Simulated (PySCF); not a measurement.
# C₃H₆BrF: NMR shieldings, part 2 of 2

PySCF 2.14.0. Atoms count from 0. The steps go on from the part before.

## 5. NMR shieldings: B3LYP/pcJ-1 Br:dyall-v2z (B3LYP), spin–orbit

What the job is given:

```
{"job": {"kind": "hnmr", "xc": "B3LYP", "basis": {"default": "pcJ-1", "Br": "dyall-v2z"}, "rel": "so"}, "charge": 0, "multiplicity": 1}
F     -1.542520    -1.025730     0.812885
C     -1.164023    -0.486501    -0.393621
C      0.330227    -0.253285    -0.416466
C      0.766403     0.692155     0.681626
Br     2.691362     0.939360     0.705766
H     -1.717465     0.459084    -0.536150
H     -1.458604    -1.181877    -1.197667
H      0.850483    -1.217924    -0.303582
H      0.613013     0.148687    -1.403075
H      0.329663     1.693005     0.559502
H      0.488288     0.304383     1.669288
```

Level: B3LYP/pcJ-1 Br:dyall-v2z GIAO NMR shielding, X2C with spin-orbit coupling, screened-nuclear two-electron part, Gaussian nuclei, gas phase.

What it wrote:

```text
spin-free SCF
coarse grid: 43008 points
cycle   1  E = -2824.2205790888  dE =  2.233e-01  |g| = 5.186e-01  |ddm| = 2.539e+00
cycle   2  E = -2824.1872304688  dE =  3.335e-02  |g| = 7.269e-01  |ddm| = 8.793e-01
cycle   3  E = -2824.2630731461  dE = -7.584e-02  |g| = 7.374e-02  |ddm| = 5.160e-01
cycle   4  E = -2824.2637996980  dE = -7.266e-04  |g| = 3.120e-02  |ddm| = 7.128e-02
cycle   5  E = -2824.2640055255  dE = -2.058e-04  |g| = 8.345e-03  |ddm| = 2.635e-02
cycle   6  E = -2824.2640184350  dE = -1.291e-05  |g| = 1.513e-03  |ddm| = 7.886e-03
cycle   7  E = -2824.2640188000  dE = -3.649e-07  |g| = 8.750e-04  |ddm| = 2.346e-03
final grid: 90536 points
cycle   8  E = -2824.2641171661  dE =  1.639e-07  |g| = 1.346e-03  |ddm| = 1.888e-03
cycle   9  E = -2824.2641166038  dE =  5.622e-07  |g| = 2.123e-03  |ddm| = 2.706e-03
cycle  10  E = -2824.2641175028  dE = -8.989e-07  |g| = 7.086e-05  |ddm| = 1.707e-03
cycle  11  E = -2824.2641175036  dE = -8.199e-10  |g| = 1.130e-05  |ddm| = 5.125e-05
converged SCF energy = -2824.2641175036
two-component SCF
cycle   1  E = -2824.1972335982  dE = -2.824e+03  |FDS-SDF| = 2.195e+01
cycle   2  E = -2824.3422483664  dE = -1.450e-01  |FDS-SDF| = 7.787e-02
cycle   3  E = -2824.3423466674  dE = -9.830e-05  |FDS-SDF| = 3.287e-03
cycle   4  E = -2824.3423530641  dE = -6.397e-06  |FDS-SDF| = 1.979e-03
cycle   5  E = -2824.3423537508  dE = -6.868e-07  |FDS-SDF| = 6.959e-04
cycle   6  E = -2824.3423540589  dE = -3.081e-07  |FDS-SDF| = 1.306e-04
cycle   7  E = -2824.3423540646  dE = -5.683e-09  |FDS-SDF| = 9.239e-05
cycle   8  E = -2824.3423540669  dE = -2.265e-09  |FDS-SDF| = 9.868e-06
converged, E = -2824.3423540669

Field gradients (au) and densities at the nuclei (bohr^-3)
atom        Vxx        Vyy        Vzz        centre      nuclear mean
  0 F     -1.4575    -1.5353     2.9928        449.615        449.595
  1 C     -0.2455    -0.2861     0.5316        125.920        125.917
  2 C     -0.0018    -0.0606     0.0624        125.883        125.881
  3 C     -0.1713    -0.2481     0.4194        125.953        125.951
  4 Br    -4.0464    -4.1775     8.2239      40821.696      40761.750
  5 H     -0.1220    -0.1399     0.2620          0.495          0.495
  6 H     -0.1225    -0.1430     0.2655          0.495          0.495
  7 H     -0.1295    -0.1414     0.2710          0.488          0.488
  8 H     -0.1308    -0.1415     0.2722          0.487          0.487
  9 H     -0.1301    -0.1451     0.2753          0.489          0.489
 10 H     -0.1318    -0.1427     0.2746          0.488          0.488
without picture change
  4 Br                           8.5007                     66250.829

Core orbital energies (eV)
atom   shell        mean    spread
  4 Br 1s       -13352.464   0.000
  4 Br 2s        -1749.029   0.000
  4 Br 3s         -244.355   0.000
  4 Br 4s          -21.594   0.000
  4 Br 2p1/2     -1573.810   0.000
  4 Br 2p3/2     -1526.507   0.072
  4 Br 3p1/2      -183.167   0.000
  4 Br 3p3/2      -176.242   0.238
  4 Br 3d3/2       -70.049   0.260
  4 Br 3d5/2       -68.962   0.351

Shielding tensors (ppm)
atom      isotropic    diamagn.    paramagn.     s11        s22        s33       span
  0 F       421.13      471.00      -49.88     376.52     430.29     456.57      80.04
  1 C        95.57      239.35     -143.78      60.43      78.77     147.51      87.08
  2 C       140.29      245.14     -104.85     120.64     134.03     166.18      45.54
  3 C       152.32      244.07      -91.74     124.76     160.15     172.06      47.30
  4 Br     2596.16     2986.18     -390.01    2130.92    2379.42    3278.14    1147.22
  5 H        27.27       28.28       -1.01      22.87      27.68      31.27       8.40
  6 H        26.94       27.73       -0.79      22.53      27.04      31.25       8.71
  7 H        29.26       29.53       -0.27      24.46      29.79      33.52       9.06
  8 H        29.92       29.67        0.25      25.34      30.21      34.20       8.86
  9 H        28.43       28.88       -0.45      21.46      28.60      35.25      13.79
 10 H        27.93       28.65       -0.72      20.62      28.32      34.86      14.24
```

Run time: 1.8 min. Hardware: 1 thread of Arm Neoverse V2, shared host; peak memory 1.5 GiB.

From this job:

| quantity | value |
| --- | --- |
| energy from spin-orbit coupling | -0.0782 Eh |

## 6. NMR shieldings: BHandHLYP/pcJ-1 Br:dyall-v2z (BHandHLYP), spin–orbit

The job, as its differences from that of step 5:

```diff
@@ -1,2 +1,2 @@
-{"job": {"kind": "hnmr", "xc": "B3LYP", "basis": {"default": "pcJ-1", "Br": "dyall-v2z"}, "rel": "so"}, "charge": 0, "multiplicity": 1}
+{"job": {"kind": "hnmr", "xc": "BHandHLYP", "basis": {"default": "pcJ-1", "Br": "dyall-v2z"}, "rel": "so"}, "charge": 0, "multiplicity": 1}
 F     -1.542520    -1.025730     0.812885
```

Level: BHandHLYP/pcJ-1 Br:dyall-v2z GIAO NMR shielding, X2C with spin-orbit coupling, screened-nuclear two-electron part, Gaussian nuclei, gas phase.

What it wrote:

```text
spin-free SCF
coarse grid: 43008 points
cycle   1  E = -2824.0214707740  dE =  3.541e-01  |g| = 5.211e-01  |ddm| = 2.482e+00
cycle   2  E = -2824.0257958963  dE = -4.325e-03  |g| = 5.579e-01  |ddm| = 7.111e-01
cycle   3  E = -2824.0726560475  dE = -4.686e-02  |g| = 4.458e-02  |ddm| = 3.606e-01
cycle   4  E = -2824.0729544190  dE = -2.984e-04  |g| = 1.601e-02  |ddm| = 4.021e-02
cycle   5  E = -2824.0730027904  dE = -4.837e-05  |g| = 4.220e-03  |ddm| = 1.454e-02
cycle   6  E = -2824.0730069673  dE = -4.177e-06  |g| = 7.648e-04  |ddm| = 3.751e-03
final grid: 90536 points
cycle   7  E = -2824.0730753431  dE = -1.171e-07  |g| = 5.667e-04  |ddm| = 1.657e-03
cycle   8  E = -2824.0730753571  dE = -1.398e-08  |g| = 5.375e-04  |ddm| = 8.473e-04
cycle   9  E = -2824.0730754218  dE = -6.472e-08  |g| = 5.855e-05  |ddm| = 4.275e-04
cycle  10  E = -2824.0730754223  dE = -5.393e-10  |g| = 1.875e-05  |ddm| = 4.460e-05
converged SCF energy = -2824.0730754223
two-component SCF
cycle   1  E = -2824.0063145198  dE = -2.824e+03  |FDS-SDF| = 2.192e+01
cycle   2  E = -2824.1506158252  dE = -1.443e-01  |FDS-SDF| = 1.883e-01
cycle   3  E = -2824.1509709895  dE = -3.552e-04  |FDS-SDF| = 1.048e-02
cycle   4  E = -2824.1510045295  dE = -3.354e-05  |FDS-SDF| = 3.032e-03
cycle   5  E = -2824.1510146506  dE = -1.012e-05  |FDS-SDF| = 1.690e-03
cycle   6  E = -2824.1510168446  dE = -2.194e-06  |FDS-SDF| = 7.238e-04
cycle   7  E = -2824.1510174842  dE = -6.396e-07  |FDS-SDF| = 7.103e-05
cycle   8  E = -2824.1510174880  dE = -3.819e-09  |FDS-SDF| = 3.284e-05
converged, E = -2824.1510174880

Field gradients (au) and densities at the nuclei (bohr^-3)
atom        Vxx        Vyy        Vzz        centre      nuclear mean
  0 F     -1.4690    -1.5384     3.0074        449.193        449.174
  1 C     -0.2522    -0.2876     0.5398        125.705        125.703
  2 C     -0.0030    -0.0602     0.0632        125.671        125.669
  3 C     -0.1831    -0.2560     0.4391        125.739        125.737
  4 Br    -4.0259    -4.1476     8.1735      40794.555      40734.828
  5 H     -0.1216    -0.1400     0.2616          0.489          0.489
  6 H     -0.1219    -0.1431     0.2651          0.489          0.489
  7 H     -0.1290    -0.1418     0.2708          0.481          0.481
  8 H     -0.1302    -0.1418     0.2720          0.481          0.481
  9 H     -0.1295    -0.1453     0.2748          0.482          0.482
 10 H     -0.1312    -0.1428     0.2739          0.481          0.481
without picture change
  4 Br                           8.4503                     66196.731

Core orbital energies (eV)
atom   shell        mean    spread
  4 Br 1s       -13430.224   0.000
  4 Br 2s        -1777.671   0.000
  4 Br 3s         -256.523   0.000
  4 Br 4s          -24.126   0.000
  4 Br 2p1/2     -1597.651   0.000
  4 Br 2p3/2     -1549.943   0.055
  4 Br 3p1/2      -193.111   0.000
  4 Br 3p3/2      -186.029   0.204
  4 Br 3d3/2       -75.977   0.256
  4 Br 3d5/2       -74.854   0.343

Shielding tensors (ppm)
atom      isotropic    diamagn.    paramagn.     s11        s22        s33       span
  0 F       436.81      471.22      -34.42     394.32     444.60     471.49      77.17
  1 C       104.63      239.03     -134.40      71.03      88.77     154.09      83.05
  2 C       147.75      244.73      -96.97     128.79     142.11     172.37      43.58
  3 C       159.32      243.67      -84.34     133.09     166.59     178.28      45.20
  4 Br     2698.44     2986.22     -287.79    2276.89    2519.62    3298.80    1021.91
  5 H        27.47       28.20       -0.73      23.09      27.72      31.62       8.53
  6 H        27.13       27.75       -0.62      22.65      27.02      31.73       9.08
  7 H        29.32       29.42       -0.11      24.26      29.88      33.81       9.55
  8 H        30.03       29.61        0.42      25.17      30.21      34.70       9.53
  9 H        28.55       28.74       -0.19      21.46      28.65      35.54      14.08
 10 H        28.04       28.46       -0.42      20.61      28.46      35.06      14.45
```

Wall time 2 min (1 thread of Arm Neoverse V2, shared host); peak memory 1.5 GiB.

From this job:

| quantity | value |
| --- | --- |
| energy from spin-orbit coupling | -0.0779 Eh |

## 7. Shieldings side by side

| run | Br4 | F0 | C1 | C2 | C3 | H5 | H6 | time |
| --- | --- | --- | --- | --- | --- | --- | --- | --- |
| step 3, PBE/pcJ-1 Br:dyall-v2z (PBE), spin–orbit | 2561.1 | 410.4 | 93.7 | 140.0 | 151.6 | 26.9 | 26.6 | 38 s |
| step 4, KT2/pcJ-1 Br:dyall-v2z (KT2), spin–orbit | 2608.2 | 412.0 | 102.8 | 146.4 | 158.9 | 27.0 | 26.7 | 39 s |
| step 5, B3LYP/pcJ-1 Br:dyall-v2z (B3LYP), spin–orbit | 2596.2 | 421.1 | 95.6 | 140.3 | 152.3 | 27.3 | 26.9 | 1.8 min |
| step 6, BHandHLYP/pcJ-1 Br:dyall-v2z (BHandHLYP), spin–orbit | 2698.4 | 436.8 | 104.6 | 147.8 | 159.3 | 27.5 | 27.1 | 2 min |

## 8. Outcome

This closing draws on all 2 parts.

| quantity | value |
| --- | --- |
| point group | C1 |
| rotational constants (main isotopes) | 13.01, 1.00, 0.97 GHz |
| energy from spin-orbit coupling (step 3, PBE/pcJ-1 Br:dyall-v2z (PBE), spin–orbit) | -0.0783 Eh |
| shieldings (step 3, PBE/pcJ-1 Br:dyall-v2z (PBE), spin–orbit) | F0 410.4, C1 93.7, C2 140.0, C3 151.6, Br4 2561.1 ppm |
| energy from spin-orbit coupling (step 4, KT2/pcJ-1 Br:dyall-v2z (KT2), spin–orbit) | -0.0783 Eh |
| shieldings (step 4, KT2/pcJ-1 Br:dyall-v2z (KT2), spin–orbit) | F0 412.0, C1 102.8, C2 146.4, C3 158.9, Br4 2608.2 ppm |
| energy from spin-orbit coupling (step 5, B3LYP/pcJ-1 Br:dyall-v2z (B3LYP), spin–orbit) | -0.0782 Eh |
| shieldings (step 5, B3LYP/pcJ-1 Br:dyall-v2z (B3LYP), spin–orbit) | F0 421.1, C1 95.6, C2 140.3, C3 152.3, Br4 2596.2 ppm |
| energy from spin-orbit coupling (step 6, BHandHLYP/pcJ-1 Br:dyall-v2z (BHandHLYP), spin–orbit) | -0.0779 Eh |
| shieldings (step 6, BHandHLYP/pcJ-1 Br:dyall-v2z (BHandHLYP), spin–orbit) | F0 436.8, C1 104.6, C2 147.8, C3 159.3, Br4 2698.4 ppm |

What this shows: The optimisation took 8 steps and gained 0.097 eV; among the close pairs (by a distance rule), C2–C3 changed most, from 1.568 to 1.513 Å. In step 3, Br4 has the widest tensor, 1178 ppm. Br4 moves most between the runs, by 137 ppm; the labels say what changes from run to run.
